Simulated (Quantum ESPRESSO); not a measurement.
**TaF3: phonons with PBEsol**

TaF3:

```
Ta F
1.0
     3.90120    0.00000    0.00000
     0.00000    3.90120    0.00000
     0.00000    0.00000    3.90120
Ta F
1 3
Direct
  0.00000 0.00000 0.00000
  0.00000 0.00000 0.50000
  0.00000 0.50000 0.00000
  0.50000 0.00000 0.00000
```

| Item | Value |
| --- | --- |
| Program | Quantum ESPRESSO 7.5 |
| Task | phonons |
| Functional | PBEsol |
| Potentials or basis | PseudoDojo 0.4.1 SR PBEsol standard |
| Cutoff | 1143 eV |
| Density cutoff | 4572 eV |
| k mesh | 7 × 7 × 7 |
| Occupations | cold, width 0.136 eV |
| Spin | no spin polarisation |
| Mixing beta | 0.5 |
| Most SCF iterations | 120 |
| SCF threshold | 8e-10 Ry |

- Relaxed volume: 16.79 Å³/atom
- Relaxed cell: a = 4.065 Å, b = 4.065 Å, c = 4.065 Å, α = 90.00°, β = 90.00°, γ = 90.00°
- Space group after relaxing (to 0.05 Å): Pm-3m (No. 221)
- Pressure after relaxing: 0.2 GPa
- Band gap on the k mesh: none (metal or under the smearing width)
- Highest phonon frequency at Γ: 548 cm⁻¹

Step by step:
| step | energy change (eV) | largest force (eV/Å) | pressure (GPa) | volume (Å³) |
| --- | --- | --- | --- | --- |
| 1 | 0.0000 | 0.0000 | 19.15 | 59.37 |
| 2 | -0.3997 | 0.0000 | 3.49 | 65.36 |
| 3 | -0.4184 | 0.0000 | 0.57 | 66.86 |
| 4 | -0.4190 | 0.0000 | 0.02 | 67.16 |
| 5 | -0.4190 | 0.0000 | 0.00 | 67.17 |

Final structure:
```
Ta F
1.0
     4.06506    0.00000    0.00000
     0.00000    4.06506    0.00000
     0.00000    0.00000    4.06506
Ta F
1 3
Direct
  0.00000 0.00000 0.00000
  0.00000 0.00000 0.50000
  0.00000 0.50000 0.00000
  0.50000 0.00000 0.00000
```

Levels at points of the mesh, in eV from the Fermi level:
```csv
k point,band 15,band 16,band 17,band 18,band 19,band 20
"(0.00, 0.00, 0.00)",-8.35,-8.35,-1.01,-1.01,-1.01,-0.16
```

Phonon frequencies in cm⁻¹ (negative: imaginary):
```
              q point                                   frequencies
(0.000, 0.000, 0.000)  -6 -6 -6 231 231 231 266 266 266 548 548 548
```

Optical modes at Γ, degenerate ones joined:
| cm⁻¹ | components | symmetry | active in |
| --- | --- | --- | --- |
| 231 | 3 | T2u | silent |
| 266 | 3 | T1u | IR |
| 548 | 3 | T1u | IR |

Wall time 29 min on 1 thread of Arm Neoverse V1, with other jobs on the host, peak memory 0.15 GiB.

Caveat: the mesh is thin for the phonons of a metal. The run has no spin-orbit coupling, so splittings on Ta are missing.
